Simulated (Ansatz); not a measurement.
# C2H5NOSi: the cost of one run

All numbers below are computed with Ansatz 0.2.0 (RKS PBE-D4/def2-SVP).

## 1. The structure to begin with

Bond lengths: C1–Si2 1.776 Å, Si2–N3 1.694 Å, N3–C4 1.331 Å, Si2–O5 1.643 Å, C4–O5 1.384 Å, C1–H6 1.120 Å, C1–H7 1.055 Å, C1–H8 1.132 Å, Si2–H9 1.519 Å, C4–H10 1.024 Å. Angles (14 of 17 angles, heavy atoms first): C1–Si2–N3 108.0°, C1–Si2–O5 118.6°, N3–Si2–O5 75.9°, Si2–N3–C4 92.7°, N3–C4–O5 98.2°, Si2–O5–C4 92.9°, C1–Si2–H9 119.5°, N3–Si2–H9 113.4°, O5–Si2–H9 112.9°, Si2–C1–H6 113.3°, Si2–C1–H7 114.8°, Si2–C1–H8 109.6°, N3–C4–H10 140.2°, O5–C4–H10 121.1°.

Structure file:

```xyz
10

C    -1.4737   -0.4094   -0.0756
Si    0.1005   -0.0213    0.6485
N     1.3066   -0.7091   -0.3221
C     1.8655    0.4731   -0.5728
O     0.9357    1.2711    0.0713
H    -1.5275   -0.1772   -1.1700
H    -1.8003   -1.4008    0.0804
H    -2.2634    0.2892    0.3362
H     0.3181   -0.2507    2.1340
H     2.6217    0.8839   -1.1270
```

## 2. Relaxing end A

File input.yaml:

```yaml
crystal:
  periodic: [false, false, false]
  atoms:
    - { symbol: C, position_ang: [-1.4737, -0.4094, -0.0756] }
    - { symbol: Si, position_ang: [0.1005, -0.0213, 0.6485] }
    - { symbol: "N", position_ang: [1.3066, -0.7091, -0.3221] }
    - { symbol: C, position_ang: [1.8655, 0.4731, -0.5728] }
    - { symbol: O, position_ang: [0.9357, 1.2711, 0.0713] }
    - { symbol: H, position_ang: [-1.5275, -0.1772, -1.17] }
    - { symbol: H, position_ang: [-1.8003, -1.4008, 0.0804] }
    - { symbol: H, position_ang: [-2.2634, 0.2892, 0.3362] }
    - { symbol: H, position_ang: [0.3181, -0.2507, 2.134] }
    - { symbol: H, position_ang: [2.6217, 0.8839, -1.127] }
basis:
  gaussian: { orbitals: def2-SVP }
hamiltonian:
  xc: pbe
  dispersion: d4
relax:
  f_tol: 0.02
  max_steps: 50
output:
  orbitals: {}
```

Run with:

```console
> ansatz run input.yaml --threads 2 --pin off --max-ram 3072MiB --backend cpu --events-out ev --progress --plain --runs-dir out
```

Q: Estimate wall time and peak memory on 2 threads of Arm Neoverse V2, shared host.

About 19 s, with a peak of 0.15 GiB.
